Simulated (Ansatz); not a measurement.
# C2H7FGeOSi: the cost of one run

All numbers are computed with Ansatz 0.2.0, driven from Python. The levels of theory stand in the script.

## Step 1: Starting point

Bond lengths: C1–C2 1.332 Å, C2–F3 1.358 Å, C2–Ge4 1.923 Å, Ge4–O5 1.792 Å, O5–Si6 1.719 Å, C1–H7 1.085 Å, C1–H8 1.085 Å, Ge4–H9 1.551 Å, Ge4–H10 1.551 Å, Si6–H11 1.472 Å, Si6–H12 1.472 Å, Si6–H13 1.470 Å. Angles (14 of 19 angles, heavy atoms first): C1–C2–F3 120.0°, C1–C2–Ge4 120.5°, F3–C2–Ge4 119.5°, C2–Ge4–O5 109.3°, Ge4–O5–Si6 105.4°, C2–C1–H7 120.8°, C2–C1–H8 120.2°, C2–Ge4–H9 108.9°, C2–Ge4–H10 108.9°, O5–Ge4–H9 110.1°, O5–Ge4–H10 110.1°, O5–Si6–H11 110.2°, O5–Si6–H12 110.2°, O5–Si6–H13 109.1°.

The script holds or builds the structure itself.

## Step 2: Script

Input file c2h7fgeosi.py:

```python
# -*- coding: utf-8 -*-
from dataclasses import dataclass
import warnings

import ansatz


@dataclass(frozen=True)
class Settings:
    basis: str = "def2-SVP"


opts = Settings()

warnings.simplefilter("ignore", ansatz.DeckWarning)

geometry_ang = [
    ("C", (2.8371, 0.6558, -0.0918)),
    ("C", (1.8417, -0.1675, -0.4186)),
    ("F", (2.097, -1.2889, -1.1414)),
    ("Ge", (0.0377, 0.2172, 0.125)),
    ("O", (-1.048, -1.0771, -0.4714)),
    ("Si", (-2.6201, -0.6366, 0.066)),
    ("H", (2.6471, 1.5552, 0.4854)),
    ("H", (3.8531, 0.4334, -0.4014)),
    ("H", (-0.3854, 1.584, -0.4734)),
    ("H", (-0.0156, 0.2846, 1.6735)),
    ("H", (-2.6545, -0.5717, 1.5358)),
    ("H", (-3.0061, 0.6637, -0.5051)),
    ("H", (-3.584, -1.6521, -0.3827)),
]
geometry = ansatz.Crystal.molecule()
for symbol, xyz in geometry_ang:
    geometry = geometry.atom(symbol, xyz)

calc = geometry.calculation().basis(gaussian=opts.basis)
for name in ["pbe0", "r2scan"]:
    for correction in ("d3bj", "d4"):
        data = calc.functional(name, dispersion=correction).run().report
        print(f"{name:8s} {correction:5s} total {data['free_energy_ev']:.5f} eV, of which dispersion {1000 * data['dispersion']['energy']['ev']:.2f} meV")
```

## Step 3: What the engine is handed

The package turns the script's settings into the engine's input (first run):

```yaml
crystal:
  periodic: [false, false, false]
  atoms:
    - { symbol: C, position_ang: [2.8371, 0.6558, -0.0918] }
    - { symbol: C, position_ang: [1.8417, -0.1675, -0.4186] }
    - { symbol: F, position_ang: [2.097, -1.2889, -1.1414] }
    - { symbol: Ge, position_ang: [0.0377, 0.2172, 0.125] }
    - { symbol: O, position_ang: [-1.048, -1.0771, -0.4714] }
    - { symbol: Si, position_ang: [-2.6201, -0.6366, 0.066] }
    - { symbol: H, position_ang: [2.6471, 1.5552, 0.4854] }
    - { symbol: H, position_ang: [3.8531, 0.4334, -0.4014] }
    - { symbol: H, position_ang: [-0.3854, 1.584, -0.4734] }
    - { symbol: H, position_ang: [-0.0156, 0.2846, 1.6735] }
    - { symbol: H, position_ang: [-2.6545, -0.5717, 1.5358] }
    - { symbol: H, position_ang: [-3.0061, 0.6637, -0.5051] }
    - { symbol: H, position_ang: [-3.584, -1.6521, -0.3827] }
basis:
  gaussian:
    orbitals: def2-SVP
hamiltonian:
  xc: pbe0
  dispersion: d3bj
```

## Step 4: The run

On the command line:

```sh
$ python c2h7fgeosi.py
```

**Question.** How long does this script take on 1 thread of AMD EPYC 7B13 (Zen 3), shared host, and how much memory does it need?

About 30 s, with a peak of 0.42 GiB.
